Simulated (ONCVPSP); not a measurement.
# Au: generating and testing an ONCV potential

Task: generate the file, and judge it by its errors in other configurations, its logarithmic derivatives, its ghosts and its cutoff.

Method: ONCVPSP 4.0.1, LDA (Perdew-Zunger), scalar-relativistic.

## (1) The design

The settings as typed:

```
element                 : gold (Au, Z = 79)
type                    : optimised norm-conserving Vanderbilt (ONCV)
frozen core             : [Kr] 4d10 4f14
valence charge          : 19
reference configuration : 5s2 5p6 5d10 6s1
partial waves           : 5s+6s: rc 1.75 bohr, ncon 3, nbas 8, qcut 6.1 1/bohr, 2 projectors; 5p: rc 1.40 bohr, ncon 4, nbas 7, qcut 11 1/bohr, 2 projectors, debl 3.8 Ha; 5d: rc 2.10 bohr, ncon 4, nbas 9, qcut 6.1 1/bohr, 2 projectors, debl 2.7 Ha
local potential         : polynomial inside 1.20 bohr (lpopt 5, dvloc0 2 Ha)
core correction         : Teter function, fcfact 4, rcfact 1.3
```

## (2) Generating the potential

File Au.dat:

```
# ATOM AND REFERENCE CONFIGURATION
# atsym  z   nc   nv     iexc    psfile
  Au 79.00   10    4        3      upf
#
#   n    l    f
    1    0    2.00
    2    0    2.00
    2    1    6.00
    3    0    2.00
    3    1    6.00
    3    2   10.00
    4    0    2.00
    4    1    6.00
    4    2   10.00
    4    3   14.00
    5    0    2.00
    5    1    6.00
    5    2   10.00
    6    0    1.00
#
# PSEUDOPOTENTIAL AND OPTIMIZATION
# lmax
    2
#
#   l,   rc,      ep,       ncon, nbas, qcut
    0    1.75    0.00    3    8    6.10
    1    1.40    0.00    4    7   11.00
    2    2.10    0.00    4    9    6.10
#
# LOCAL POTENTIAL
# lloc, lpopt,  rc(5),   dvloc0
    4    5    1.20    2.00
#
# VANDERBILT-KLEINMAN-BYLANDER PROJECTORs
# l, nproj, debl
    0    2    3.50
    1    2    3.80
    2    2    2.70
#
# MODEL CORE CHARGE
# icmod, fcfact, rcfact
    3    4.00    1.30
#
# LOG DERIVATIVE ANALYSIS
# epsh1, epsh2, depsh
   -5.00    5.00    0.04
#
# OUTPUT GRID
# rlmax, drl
    6.00    0.01
#
# TEST CONFIGURATIONS
# ncnf
    4
# nvcnf
#   n    l    f
    4
    5    0    2.00
    5    1    6.00
    5    2   10.00
    6    0    0.00
#
    4
    5    0    2.00
    5    1    6.00
    5    2    9.00
    6    0    0.00
#
    4
    5    0    2.00
    5    1    6.00
    5    2    8.00
    6    0    0.00
#
    4
    5    0    2.00
    5    1    5.00
    5    2   10.00
    6    0    1.00
#
```

Started as:

```bash
oncvpsp.x < Au.dat > Au.out
```

Before running it: what results should come out? Wanted: cutoffs for 1 and 0.1 mHa per electron, occupied waves; bound ghosts; GHOST(+) flags; largest test error; largest phase difference near zero energy, channels read; rms error of d²Exc/dn², without and with the model core.

The runs gave:

```
                                                quantity                           value
  cutoffs for 1 and 0.1 mHa per electron, occupied waves                 39 Ha and 46 Ha
                                            bound ghosts                      none found
                                          GHOST(+) flags                     s at 132 eV
                            largest test error (AE − PS)  -160 meV, for 5s2 5p5 5d10 6s1
largest phase difference near zero energy, channels read                       0.001 rad
 rms error of d²Exc/dn², without and with the model core               9.98 and 1.95 mHa
```

What this shows: The worst unpolarised test, 5s2 5p5 5d10 6s1, is off by 160 meV on 66.4 eV; by total energies transferability rates as fair for so large an energy. That test lies far up in energy; among those under 40 eV, nearer to bonding, the largest error is 8.4 meV. It counts as hard, with 39 Ha needed at the looser tolerance. At the looser tolerance the 5p wave is the slowest; 5d needs 16 Ha. The program's ghost test flags no bound state. Near zero energy the phases of the channels with partial waves agree within 0.001 rad. The program also flags highly localised states, GHOST(+) (s). Note that the frozen 4f shell (-82 eV) lies higher than the valence 5s shell (-109 eV). These are tests on the free atom; a crystal test is still owed.
